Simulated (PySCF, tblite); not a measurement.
# C₃H₁₀GeSi: a rotation path, then NMR shifts on frames, part 2 of 2

tblite 0.8.0 and PySCF 2.14.0. Atoms count from 0.

## 5. NMR shieldings: image 4, PBE0/pcSseg-1

The job: settings as JSON, then the geometry in Å.

```
{"job": {"kind": "nmr", "xc": "PBE0", "basis": "pcSseg-1", "pop": false}, "charge": 0, "multiplicity": 1}
C     -2.466300    -0.712800     0.440600
C     -2.194700     0.315400    -0.345100
Ge    -0.422900     0.727400    -1.063600
C      0.954500    -0.608000    -0.585400
Si     2.481800     0.145900     0.253100
H     -1.698200    -1.407200     0.748700
H     -3.455300    -0.916000     0.821200
H     -2.998300     0.987900    -0.624700
H     -0.032800     2.110000    -0.598400
H     -0.546400     0.860300    -2.564000
H      1.254400    -1.139800    -1.487100
H      0.509800    -1.349900     0.077800
H      3.451800    -0.925200     0.504700
H      3.075600     1.156100    -0.625200
H      2.082400     0.764000     1.520000
```

Level: GIAO PBE0/pcSseg-1 NMR shielding, non-relativistic, gas phase.

Standard output:

```text
coarse grid: 54088 points
cycle   1  E = -2485.9371199617  dE = -5.374e-01  |g| = 9.166e-01  |ddm| = 3.469e+00
cycle   2  E = -2485.9035636062  dE =  3.356e-02  |g| = 9.497e-01  |ddm| = 9.562e-01
cycle   3  E = -2486.0117506700  dE = -1.082e-01  |g| = 8.855e-02  |ddm| = 6.248e-01
cycle   4  E = -2486.0131664519  dE = -1.416e-03  |g| = 3.182e-02  |ddm| = 1.024e-01
cycle   5  E = -2486.0134308202  dE = -2.644e-04  |g| = 6.918e-03  |ddm| = 3.251e-02
cycle   6  E = -2486.0134410964  dE = -1.028e-05  |g| = 2.528e-03  |ddm| = 6.787e-03
cycle   7  E = -2486.0134425310  dE = -1.435e-06  |g| = 7.740e-04  |ddm| = 2.298e-03
final grid: 112312 points
cycle   8  E = -2486.0134519389  dE =  2.191e-07  |g| = 1.268e-03  |ddm| = 2.220e-03
cycle   9  E = -2486.0134511247  dE =  8.142e-07  |g| = 2.195e-03  |ddm| = 2.722e-03
cycle  10  E = -2486.0134523593  dE = -1.235e-06  |g| = 1.315e-04  |ddm| = 1.640e-03
cycle  11  E = -2486.0134523636  dE = -4.216e-09  |g| = 2.259e-05  |ddm| = 1.253e-04
cycle  12  E = -2486.0134523637  dE = -1.000e-10  |g| = 2.217e-06  |ddm| = 2.355e-05
converged SCF energy = -2486.0134523637

GIAO shielding tensors (ppm)
atom      isotropic    diamagn.    paramagn.     s11        s22        s33       span
  0 C       47.856     256.104    -208.248    -78.924     54.481    168.011    246.935
  1 C       44.948     260.179    -215.231    -69.937     33.028    171.753    241.690
  2 Ge    1482.974    2755.611   -1272.637   1365.543   1466.509   1616.869    251.326
  3 C      207.598     256.616     -49.018    202.544    204.774    215.476     12.932
  4 Si     419.132     879.213    -460.080    390.569    403.949    462.879     72.309
  5 H       25.635      34.085      -8.450     22.345     23.554     31.007      8.662
  6 H       25.223      28.452      -3.229     22.290     24.299     29.081      6.790
  7 H       25.129      30.155      -5.027     23.558     23.767     28.061      4.503
  8 H       27.619      30.409      -2.790     20.609     23.655     38.594     17.985
  9 H       27.386      29.755      -2.369     20.633     22.377     39.147     18.514
 10 H       31.898      31.118       0.779     25.454     28.797     41.441     15.987
 11 H       31.586      33.947      -2.360     24.726     30.039     39.994     15.267
 12 H       27.458      28.281      -0.823     23.554     25.052     33.768     10.214
 13 H       27.807      28.771      -0.964     23.994     26.275     33.150      9.156
 14 H       27.806      29.316      -1.511     24.123     26.284     33.009      8.886
```

It took 18 s on 1 thread of Arm Neoverse V2, shared host; peak memory 0.81 GiB.

Key values: δ C1 142.0, C0 139.1, C3 -20.7, Ge2 -152, H7 6.59, H6 6.49 ppm.

## 6. Shielding tensors: image 6, PBE0/pcSseg-1

The job: settings as JSON, then the geometry in Å.

```
{"job": {"kind": "nmr", "xc": "PBE0", "basis": "pcSseg-1", "pop": false}, "charge": 0, "multiplicity": 1}
C     -2.241700    -0.565300     0.644600
C     -2.088400     0.362100    -0.285500
Ge    -0.435800     0.669600    -1.279200
C      0.998800    -0.610400    -0.827400
Si     2.250000     0.071400     0.426800
H     -1.430000    -1.218400     0.930300
H     -3.171100    -0.718600     1.171100
H     -2.930700     0.997400    -0.536400
H      0.013600     2.091800    -1.048200
H     -0.762400     0.614800    -2.755700
H      1.522700    -0.883700    -1.741700
H      0.546300    -1.525900    -0.445100
H      3.296700    -0.936400     0.627200
H      2.846500     1.298900    -0.105800
H      1.581000     0.360700     1.697400
```

With the program's defaults for keys left out, this is: GIAO PBE0/pcSseg-1 NMR shielding, non-relativistic, gas phase.

Standard output:

```text
coarse grid: 54088 points
cycle   1  E = -2485.9376299570  dE = -5.346e-01  |g| = 9.165e-01  |ddm| = 3.464e+00
cycle   2  E = -2485.9041430609  dE =  3.349e-02  |g| = 9.494e-01  |ddm| = 9.538e-01
cycle   3  E = -2486.0121615556  dE = -1.080e-01  |g| = 8.870e-02  |ddm| = 6.223e-01
cycle   4  E = -2486.0135775202  dE = -1.416e-03  |g| = 3.201e-02  |ddm| = 1.017e-01
cycle   5  E = -2486.0138441813  dE = -2.667e-04  |g| = 6.954e-03  |ddm| = 3.253e-02
cycle   6  E = -2486.0138545605  dE = -1.038e-05  |g| = 2.538e-03  |ddm| = 6.772e-03
cycle   7  E = -2486.0138560084  dE = -1.448e-06  |g| = 7.753e-04  |ddm| = 2.313e-03
final grid: 112312 points
cycle   8  E = -2486.0137689249  dE =  1.193e-07  |g| = 1.225e-03  |ddm| = 2.670e-03
cycle   9  E = -2486.0137682073  dE =  7.176e-07  |g| = 2.086e-03  |ddm| = 2.598e-03
cycle  10  E = -2486.0137693134  dE = -1.106e-06  |g| = 1.420e-04  |ddm| = 1.568e-03
cycle  11  E = -2486.0137693183  dE = -4.856e-09  |g| = 2.359e-05  |ddm| = 1.318e-04
cycle  12  E = -2486.0137693184  dE = -1.173e-10  |g| = 3.471e-06  |ddm| = 2.713e-05
converged SCF energy = -2486.0137693184

GIAO shielding tensors (ppm)
atom      isotropic    diamagn.    paramagn.     s11        s22        s33       span
  0 C       47.550     256.402    -208.852    -78.805     54.439    167.016    245.821
  1 C       44.961     260.032    -215.071    -70.298     33.378    171.803    242.101
  2 Ge    1481.466    2755.430   -1273.964   1376.351   1456.144   1611.902    235.551
  3 C      205.655     255.931     -50.275    201.035    203.951    211.981     10.946
  4 Si     418.397     879.484    -461.087    387.468    403.347    464.375     76.907
  5 H       25.679      34.374      -8.695     22.368     23.736     30.933      8.565
  6 H       25.244      28.813      -3.570     22.348     24.320     29.064      6.716
  7 H       25.139      30.266      -5.128     23.621     23.845     27.950      4.330
  8 H       27.572      30.235      -2.663     20.875     23.285     38.557     17.682
  9 H       27.309      29.415      -2.106     20.448     22.252     39.225     18.777
 10 H       31.832      30.538       1.294     25.305     28.938     41.254     15.949
 11 H       31.588      33.197      -1.609     25.625     29.402     39.738     14.113
 12 H       27.440      28.493      -1.054     23.608     24.965     33.745     10.137
 13 H       27.791      29.083      -1.293     23.991     26.253     33.129      9.137
 14 H       27.778      29.703      -1.925     23.921     26.622     32.790      8.869
```

It took 18 s on 1 thread of Arm Neoverse V2, shared host; peak memory 0.81 GiB.

This run: δ C1 142.0, C0 139.4, C3 -18.7, Ge2 -151, H7 6.58, H6 6.47 ppm.

## 7. Shielding tensors: image 8, PBE0/pcSseg-1

The job: settings as JSON, then the geometry in Å.

```
{"job": {"kind": "nmr", "xc": "PBE0", "basis": "pcSseg-1", "pop": false}, "charge": 0, "multiplicity": 1}
C     -2.028800    -0.448900     0.774000
C     -1.947700     0.443200    -0.198700
Ge    -0.460700     0.592700    -1.453300
C      1.071900    -0.563200    -1.003500
Si     2.009500    -0.011200     0.552700
H     -1.243100    -1.168400     0.946000
H     -2.873500    -0.507400     1.444900
H     -2.762100     1.145400    -0.332100
H     -0.044300     2.040500    -1.528900
H     -0.974500     0.271400    -2.841700
H      1.756900    -0.572500    -1.851100
H      0.713900    -1.585700    -0.883000
H      3.118900    -0.945600     0.775500
H      2.536200     1.340600     0.352700
H      1.122900    -0.022700     1.719000
```

Level: GIAO PBE0/pcSseg-1 NMR shielding, non-relativistic, gas phase.

Standard output:

```text
coarse grid: 54088 points
cycle   1  E = -2485.9384417254  dE = -5.321e-01  |g| = 9.163e-01  |ddm| = 3.465e+00
cycle   2  E = -2485.9051915892  dE =  3.325e-02  |g| = 9.486e-01  |ddm| = 9.556e-01
cycle   3  E = -2486.0127256450  dE = -1.075e-01  |g| = 8.881e-02  |ddm| = 6.213e-01
cycle   4  E = -2486.0141346493  dE = -1.409e-03  |g| = 3.230e-02  |ddm| = 1.012e-01
cycle   5  E = -2486.0144052349  dE = -2.706e-04  |g| = 7.048e-03  |ddm| = 3.260e-02
cycle   6  E = -2486.0144159149  dE = -1.068e-05  |g| = 2.574e-03  |ddm| = 6.837e-03
cycle   7  E = -2486.0144174125  dE = -1.498e-06  |g| = 7.628e-04  |ddm| = 2.361e-03
final grid: 112312 points
cycle   8  E = -2486.0144558008  dE =  1.510e-07  |g| = 1.232e-03  |ddm| = 2.680e-03
cycle   9  E = -2486.0144550640  dE =  7.368e-07  |g| = 2.107e-03  |ddm| = 2.623e-03
cycle  10  E = -2486.0144561931  dE = -1.129e-06  |g| = 1.383e-04  |ddm| = 1.590e-03
cycle  11  E = -2486.0144561977  dE = -4.612e-09  |g| = 2.355e-05  |ddm| = 1.309e-04
cycle  12  E = -2486.0144561978  dE = -1.069e-10  |g| = 2.866e-06  |ddm| = 2.485e-05
converged SCF energy = -2486.0144561978

GIAO shielding tensors (ppm)
atom      isotropic    diamagn.    paramagn.     s11        s22        s33       span
  0 C       45.833     256.544    -210.711    -80.242     51.769    165.972    246.214
  1 C       46.070     259.871    -213.801    -69.467     35.923    171.753    241.220
  2 Ge    1482.438    2755.142   -1272.703   1381.717   1457.607   1607.991    226.274
  3 C      202.763     255.608     -52.845    198.332    200.288    209.669     11.337
  4 Si     421.362     879.835    -458.473    393.762    402.800    467.524     73.762
  5 H       25.718      34.359      -8.641     21.948     24.306     30.900      8.952
  6 H       25.182      29.082      -3.900     22.253     24.391     28.901      6.648
  7 H       25.223      30.572      -5.349     23.693     24.028     27.949      4.255
  8 H       27.549      29.988      -2.439     21.182     22.717     38.749     17.567
  9 H       27.250      29.019      -1.769     20.556     22.021     39.171     18.615
 10 H       31.770      30.160       1.610     25.560     28.821     40.928     15.367
 11 H       31.545      32.395      -0.850     26.205     28.638     39.794     13.589
 12 H       27.471      28.732      -1.261     23.720     24.946     33.747     10.027
 13 H       27.791      29.431      -1.640     24.061     26.091     33.221      9.159
 14 H       27.676      30.256      -2.580     23.331     27.420     32.276      8.945
```

Wall time 18 s (1 thread of Arm Neoverse V2, shared host); peak memory 0.81 GiB.

In short: δ C0 141.1, C1 140.9, C3 -15.8, Ge2 -151, H6 6.54, H7 6.49 ppm.

## 8. Run by run: NMR shifts

Shifts (ppm) of some atoms, chosen among heavy atoms and hydrogens apart, with basis size and wall time:

| frame | C1 | C0 | C3 | H9 | H10 | Ge2 | Si4 | functions | time |
| --- | --- | --- | --- | --- | --- | --- | --- | --- | --- |
| image 0 | 143.7 | 139.9 | -15.8 | 4.19 | -0.02 | -146 | -72.7 | 166 | 17 s |
| image 2 | 143.0 | 139.6 | -18.0 | 4.25 | -0.12 | -149 | -71.7 | 166 | 18 s |
| image 4 | 142.0 | 139.1 | -20.7 | 4.33 | -0.18 | -152 | -70.0 | 166 | 18 s |
| image 6 | 142.0 | 139.4 | -18.7 | 4.41 | -0.12 | -151 | -69.2 | 166 | 18 s |
| image 8 | 140.9 | 141.1 | -15.8 | 4.47 | -0.05 | -151 | -72.2 | 166 | 18 s |

## 9. What came out

This closing draws on all 2 parts.

| quantity | value |
| --- | --- |
| barrier | 0.047 eV (1.1 kcal/mol) at image 4 |
| end to end (GFN2-xTB) | -0.015 eV |
| 13C shifts against TMS (PBE0/pcSseg-1, image 0) | 143.7, 139.9, -15.8 ppm |
| 1H shifts against TMS (PBE0/pcSseg-1, image 0) | 6.60, 6.48, 6.03, 4.28, 4.21, 4.19, 3.96, 3.95, 0.05, -0.02 ppm |
| 73Ge shifts against GeMe4 (PBE0/pcSseg-1, image 0) | -146 ppm |
| 29Si shifts against TMS (PBE0/pcSseg-1, image 0) | -72.7 ppm |
| range of the shift of Ge2 | -152 to -146 ppm |

**Reading.** Along the band the dihedral turns by 111°, and the top (dihedral 234°) lies 1.1 kcal/mol above the start (GFN2-xTB, rough), so at room temperature this motion is fast. Ends this close can change order at a higher level. The top was not checked by a frequency run. Shifts at one fixed geometry are not the observed spectrum, which averages over the motion. In the first frame run (image 0): Shielding is most anisotropic at Ge2 (span 269 ppm, paramagnetic term -1279 ppm). In ppm, Ge2 moves most: its shift spreads over 6 ppm, from -152 (image 4) to -146 (image 0). Spin-orbit coupling is left out, which matters for shieldings and couplings at and beside the heavy atoms.
